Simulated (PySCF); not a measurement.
# C8H6S: the cost of one run

Computed with PySCF 2.14.0 and routines of our own; the level stands in each step. Atoms count from 0.

### Step 1. The starting structure

15 atoms, charge 0, multiplicity 1; geometry from: PBE0/6-31G*.

### Step 2. Excited-state relaxation: TDA PBE0/6-31G*

What the job is given:

```
{"job": {"kind": "xopt", "state": "S1", "method": "TDA", "freq": false, "xc": "PBE0", "basis": "6-31G*", "grid": 1}, "charge": 0, "multiplicity": 1}
C     -1.867809    -0.831317    -0.002267
C     -2.103229     0.546148    -0.139386
C     -1.049236     1.444986    -0.200479
C      0.252658     0.946155    -0.122601
S      1.736194     1.858593    -0.176908
C      2.675717     0.408415    -0.012600
C      1.918183    -0.712691     0.078345
C      0.509834    -0.437164     0.017169
C     -0.576982    -1.324708     0.075688
H     -2.710214    -1.515822     0.042686
H     -3.123725     0.914009    -0.198359
H     -1.232679     2.510233    -0.306637
H      3.755859     0.477733     0.006375
H      2.332640    -1.709289     0.185141
H     -0.398248    -2.391540     0.181923
```

With the program's defaults for keys left out, this is: TDA PBE0/6-31G* excited-state geometry optimisation, gas phase.

Started as:

```bash
OMP_NUM_THREADS=1 python excited_run.py task.json out
```

The driver reads the jobs from task.json and runs them one after another.

**Question.** How long does this first job take on 1 thread of Arm Neoverse V1, shared host, and how much memory does it need?

About 2.5 min, with a peak of 0.9 GiB.
